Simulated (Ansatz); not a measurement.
# ScAl₃, space group Pm-3m: a band structure

Program: Ansatz 0.2.0, Python API.

Run as a notebook:

```python
import ansatz as az
from ase import Atoms
import numpy as np
```

```python
XC = "PBE"
ECUT = 450
SMEARING_WIDTH = 0.1
N_EMPTY = 10
```

```python
atoms = Atoms(
    ["Sc", "Al", "Al", "Al"],
    scaled_positions=[
        (0.0, 0.0, 0.0),
        (0.5, 0.0, 0.5),
        (0.0, 0.5, 0.5),
        (0.5, 0.5, 0.0),
    ],
    cell=[
        (4.0878, 0.0, 0.0),
        (0.0, 4.0878, 0.0),
        (0.0, 0.0, 4.0878),
    ],
    pbc=True,
)
structure = az.Crystal.from_ase(atoms)
```

```python
len(structure.resolved().sites)
```

    4

```python
# high-symmetry points in fractions of the reciprocal vectors
path = [
    ("G", (0.0, 0.0, 0.0)),
    ("X", (0.0, 0.5, 0.0)),
    ("M", (0.5, 0.5, 0.0)),
    ("G", (0.0, 0.0, 0.0)),
    ("R", (0.5, 0.5, 0.5)),
    ("X", (0.0, 0.5, 0.0)),
]
job = (
    structure.calculation()
    .functional(XC)  # level of theory
    .basis(ECUT)  # plane waves up to this kinetic energy
    .kpoints(6)
    .occupations(az.OccupationsMethod.FERMI_DIRAC, width=SMEARING_WIDTH)  # smearing steadies the SCF of a metal
    .band_structure([point for _, point in path], intervals=4)
    .scf(extra_bands=N_EMPTY)  # control of the self-consistency loop
)
planned = job.session().plan(threads=1)
facts = planned.describe()
print("plan:", facts["n_bands"], "bands,", len(facts["kpoints_frac"]), "k-points, plane waves", facts["n_pw_range"], "grid", facts["fft_dense"])
res = planned.execute()
r = res.report

r["n_iterations"], r["closed_by"]
```

    plan: 20 bands, 20 k-points, plane waves [1419, 1498] grid [30, 30, 30]
    (6, 'deck_thresholds')

```python
sorted(key for key in r if key.endswith("_ev"))
```

    ['eigenvalues_ev', 'energy_sigma0_ev', 'entropy_ts_ev', 'fermi_energy_ev', 'free_energy_ev',
     'gap_by_band_count_ev', 'harris_foulkes_ev', 'internal_energy_ev', 'lagrangian_above_aufbau_ev',
     'lagrangian_ev', 'lagrangian_sigma0_ev', 'loop_eigenvalues_ev', 'loop_fermi_energy_ev',
     'occupations_fermi_energy_ev', 'residual_norms_ev']

```python
r["converged"], r["free_energy_ev"]
```

    (True, -3750.147624075311)

```python
energy = r["free_energy_ev"]
print("ScAl3: {:.6f} eV = {:.6f} Ry = {:.6f} Ha".format(energy, energy / 13.605693, energy / 27.211386))
print("Fermi level {:.4f} eV, {} k-points, {} symmetry operations".format(r["fermi_energy_ev"], r["n_kpoints"], r["n_symmetry_ops"]))
```

    ScAl3: -3750.147624 eV = -275.630769 Ry = -137.815384 Ha
    Fermi level 9.3352 eV, 20 k-points, 48 symmetry operations

```python
bands = res.band_structure()
fermi = bands.fermi_energy_ev
for spin, channel in enumerate(bands.channels):
    levels = channel.eigenvalues_ev - fermi
    crossing = [b for b in range(levels.shape[1]) if levels[:, b].min() < 0 < levels[:, b].max()]
    print(f"channel {spin}: bands that cross the Fermi level on this path:", [b + 1 for b in crossing] or "none")
    shown = crossing or sorted(np.argsort(np.abs(levels).min(axis=0))[:2])
    for k, row in zip(bands.kpoints_frac, levels[:, shown]):
        print(f"{k[0]:7.3f} {k[1]:7.3f} {k[2]:7.3f}  ", " ".join(f"{e:8.3f}" for e in row))
```

    channel 0: bands that cross the Fermi level on this path: [10, 11]
      0.000   0.000   0.000     -1.899    1.174
      0.000   0.125   0.000     -1.208    1.134
      0.000   0.250   0.000     -0.408    0.991
      0.000   0.375   0.000      0.508    0.919
      0.000   0.500   0.000      0.776    0.911
      0.125   0.500   0.000      0.399    0.770
      0.250   0.500   0.000     -0.153    0.918
      0.375   0.500   0.000     -0.502    1.282
      0.500   0.500   0.000     -0.621    1.114
      0.375   0.375   0.000     -0.428    0.795
      0.250   0.250   0.000     -0.015    0.111
      0.125   0.125   0.000     -0.530    0.819
      0.000   0.000   0.000     -1.899    1.174
      0.125   0.125   0.125     -0.649    0.816
      0.250   0.250   0.250     -1.326    0.927
      0.375   0.375   0.375     -2.550   -1.901
      0.500   0.500   0.500     -3.046   -3.046
      0.375   0.500   0.375     -2.884   -2.127
      0.250   0.500   0.250     -1.980   -0.057
      0.125   0.500   0.125     -0.461    1.435
      0.000   0.500   0.000      0.776    0.911

What to keep in mind:
- Absolute energies stand on the zero of these potentials, so only differences at equal settings mean something. A total without «per atom» is that of the cell as typed.
- Spin is left out of this run.
- The computed bands are complete only to about 5.8 eV above the Fermi level.
- The mesh is modest for a metal, so energies can be off by several to tens of meV an atom and pressures by half a GPa or more; differences at equal mesh fare better.
- The zero of the levels is a convention of the potentials, so an absolute Fermi energy is no work function.
- A gap by band count of zero or less means overlapping bands, a metal.
- The structure comes from a database of computed cells and needn't be a stable or known phase.
- Gaps and levels are Kohn-Sham values on a finite set of k-points.
- Timing: 1.9 s on 1 thread of Intel(R) Xeon(R) 6975P-C (Granite Rapids), with other jobs on the host, peak memory 0.41 GiB.

(Lines on the test bed's own set-up are left out of the output.)
